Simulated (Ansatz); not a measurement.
**CHGa (quintet): wave-function methods side by side, cc-pVDZ**

How much of the correlation energy of CHGa (quintet) does each wave-function method recover here?

The runs use Ansatz 0.2.0, Gaussian basis; cc-pVDZ, core rule «outside noble gas», up to 15 orbitals frozen.

The runs, in order: UHF; CCSD(T) on ROHF; CCSD(T) on UHF; BCCD(T) on ROHF; CISD as a restricted active space (open shells left free, so some higher excitations enter); CCSDT(Q) on ROHF; CCSDT(Q) on UHF; CISDTQ; CCSDTQ on ROHF; CCSDTQ on UHF; CASSCF and MRCISD+Q, 8 electrons in 9 orbitals; CASSCF and NEVPT2, 8 electrons in 9 orbitals; Full CI.

11 further runs of the same task are left out: 4 for a known fault of the program, 1 that didn't finish, 6 set aside as unsound or not needed. Runs told in other sessions of the task aren't counted.

## Step 1: The geometry

The geometry is a PBE0/def2-TZVP stationary point (not a proven minimum) of the parent state, kept for this charge and spin. No spin-orbit coupling is included. The filled d shell of Ga may be among the frozen orbitals whatever the setting's name suggests.

3 atoms, charge 0, spin multiplicity 5.

Atoms are counted from 1 here; the program's logs count them from 0.

Bond lengths: C1–Ga2 1.902 Å, Ga2–H3 1.572 Å. Angles: C1–Ga2–H3 180.0°.

## Step 2: UHF

File in.yaml:

```yaml
crystal:
  periodic: [false, false, false]
  atoms:
    - {symbol: C, position_ang: [0.000000, 0.000000, 1.791800]}
    - {symbol: Ga, position_ang: [0.000000, 0.000000, -0.109800]}
    - {symbol: H, position_ang: [0.000000, 0.000000, -1.682000]}
basis:
  gaussian: {orbitals: cc-pVDZ}
magnetization: {spin_polarized: true, initial_magnetization: 4}
hamiltonian: {xc: hf}
output: {orbitals: {seedname: orbitals}}
```

Launch:

```console
$ ansatz run in.yaml --threads 1 --pin off --events-out ev --progress --plain --max-ram 3328MiB --backend cpu
```

After this run come: CCSD(T) on ROHF; CCSD(T) on UHF; BCCD(T) on ROHF; CISD as a restricted active space (open shells left free, so some higher excitations enter); CCSDT(Q) on ROHF; CCSDT(Q) on UHF; CISDTQ; CCSDTQ on ROHF; CCSDTQ on UHF; CASSCF and MRCISD+Q, 8 electrons in 9 orbitals; CASSCF and NEVPT2, 8 electrons in 9 orbitals; Full CI.

Q: Predict the results of all the runs planned. Wanted: FCI from the RHF energy; RMP2 from FCI; UMP2 from FCI; RCCSD from FCI; RCCSD(T) from FCI; UCCSD(T) from FCI; RCCSDT(Q) from FCI; UCCSDT(Q) from FCI; NEVPT2 valence from FCI.

The runs gave:

| quantity | value |
| --- | --- |
| FCI from the ROHF energy | -3.7790 eV |
| RMP2 from FCI | +906.2 meV |
| UMP2 from FCI | +911.7 meV |
| RCCSD from FCI | +124.5 meV |
| RCCSD(T) from FCI | +32.6 meV |
| UCCSD(T) from FCI | +23.9 meV |
| RCCSDT(Q) from FCI | -0.5 meV |
| UCCSDT(Q) from FCI | -9.7 meV |
| NEVPT2 valence from FCI | +626.0 meV |
| MRCISD+Q valence from FCI | +14.0 meV |
| levels within 1 kcal/mol (43 meV) | RCCSD(T), UCCSD(T), BCCD(T), RCCSDT, UCCSDT, RCCSDT(Q), UCCSDT(Q), RCCSDTQ, UCCSDTQ, MRCISD+Q valence |
| T1 diagnostic | 0.026 |
| effectively unpaired electrons | 4.04 |

**Reading.** RCCSD(T) misses by +32.6 meV, 0.9 % of the correlation energy. UCCSDT, UCCSDT(Q), UCCSDTQ fall below full CI: unrestricted runs freeze a spin-polarised core, another one than full CI's, and coupled cluster isn't variational. One determinant dominates. Of the multireference levels listed MRCISD+Q valence comes nearest in total energy (+14.0 meV), which doesn't show that its space is the better one. These misses are within one basis, not against nature; the frozen cores of restricted and unrestricted runs differ, which can shift their rows.

Levels on UHF freeze UHF's core orbitals, full CI those of ROHF, so the U rows can settle a little off it for that reason alone.
